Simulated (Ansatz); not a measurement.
**GdO in Ansatz: the effect of functional**

The system is GdO.

```
Gd O
1.0
     3.11330    0.00000    0.00000
    -1.55665    2.69620    0.00000
     0.00000    0.00000    3.03843
Gd O
1 1
Cartesian
  0.0000 0.0000 0.0000
  1.5566 0.8987 1.5192
```

The cell comes from a database or a generator and needn't be the stable form of this composition.

Alike in all runs:

```yaml
Program: Ansatz 0.2.0
Task: projected density of states
Potentials_or_basis: Ansatz PAW
k_mesh: 6 × 6 × 5
Occupations: fermi-dirac, width 0.05 eV
Spin: collinear spin, ferromagnetic start
Starting_moments: "[7.0, 0.0] μB"
```

```tsv
functional	cutoff	pressure (GPa)	moment (μB)
LDA	420 eV (not typed: the program's choice for these potentials)	16.9	6.90
PBEsol	420 eV (not typed: the program's choice for these potentials)	22.8	7.09
RPBE	420 eV (not typed: the program's choice for these potentials)	37.6	7.52
revPBE	420 eV (not typed: the program's choice for these potentials)	?	?
BLYP	420 eV (not typed: the program's choice for these potentials)	39.0	6.76
r2SCAN	500 eV (not typed: the program's choice for these potentials)	34.0	7.82
HSE06	420 eV (not typed: the program's choice for these potentials)	34.3	7.88
PBE0	420 eV (not typed: the program's choice for these potentials)	34.7	7.89
r2SCAN0	500 eV (not typed: the program's choice for these potentials)	35.2	7.96
```

Problem. What does the run with functional revPBE give?

Solution. Pressure 36.2 GPa; moment 7.51 μB.

Caveats: all runs use coarse meshes; spin-orbit coupling is left out, which moves the levels of the heavy elements; a cell with one magnetic atom can't hold antiferromagnetic order, which such compounds often take; the PAW data sets come from PBE, with cores solved anew for the run's functional, which leaves a small shift of forces and pressure; the density of states is complete only up to the lowest level of the last band computed; a pressure of tens of GPa on the cell as given is suspect, and the run, the potentials or the cell itself is likely at fault (some runs); without U or exact exchange the open f shell lies at the Fermi level, which spoils levels, moments and volumes (some runs); the magnetic or orbital state may not be the lowest (some runs).

Runs at the PBE level aren't shown here.
